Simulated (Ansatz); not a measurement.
# Si3Cl2: the cost of one run

Program: Ansatz 0.2.0. Level of theory: DFT PBE, scalar-relativistic, plane waves, PAW. These are calculated values, not measurements.

## 1. Starting point

The structure is trigonal, space group P-3m1 (No. 164). The conventional cell has a = 4.121 Å, b = 4.121 Å, c = 6.412 Å, α = 90.00°, β = 90.00°, γ = 120.00°. Around Si (site symmetry -3m) lie 6 Cl at 2.85 Å. Around Si (site symmetry 3m) lie 4 Cl at 2.48 to 2.56 Å. Cl (site symmetry 3m) has 7 Si at 2.48 to 2.85 Å as nearest neighbours.

Coordinates:

```
CELL_PARAMETERS angstrom
4.12139 0.00000 0.00000
-2.06070 3.56923 0.00000
0.00000 0.00000 6.41222
ATOMIC_POSITIONS crystal
Si 0.00000 0.00000 0.00000
Si 0.33333 0.66667 0.64500
Si 0.66667 0.33333 0.35500
Cl 0.33333 0.66667 0.24500
Cl 0.66667 0.33333 0.75500
```

This is candidate A: anti-A-type sesquioxide type (P-3m1, No. 164).

(A quick probe on a coarse mesh, which set the mesh and smearing, is not shown.)

## 3. A loose first relaxation (candidate A)

File input.yaml:

```yaml
crystal:
  lattice:
    - [4.1213945863, 0.0, 0.0]
    - [-2.0606972931, 3.5692324107, 0.0]
    - [0.0, 0.0, 6.4122205111]
  atoms:
    - { symbol: Si, position: [0.0, 0.0, 0.0] }
    - { symbol: Si, position: [0.3333333333, 0.6666666667, 0.645] }
    - { symbol: Si, position: [0.6666666667, 0.3333333333, 0.355] }
    - { symbol: Cl, position: [0.3333333333, 0.6666666667, 0.245] }
    - { symbol: Cl, position: [0.6666666667, 0.3333333333, 0.755] }
basis:
  ecutwfc: 420
kpoints:
  mp_grid: { grid: [6, 6, 4] }
hamiltonian:
  xc: pbe
scf:
  occupations: { method: gaussian, width: 0.1 }
  lower_state_search: "off"
output:
  forces: true
  stress: true
  eigenvalues: true
relax:
  adjacent_minimum: "off"
  f_tol: 0.04
  max_steps: 70
  cell: { stress_tol: 0.4 }
```

On the command line:

```console
ansatz run input.yaml --threads 1 --pin off --max-ram 2560MiB --backend cpu --events-out ev --progress --plain --runs-dir out
```

Q: Estimate wall time and peak memory on 1 thread of Intel Xeon 6975P-C (Granite Rapids), shared host.

About 45 s, with a peak of 0.45 GiB.
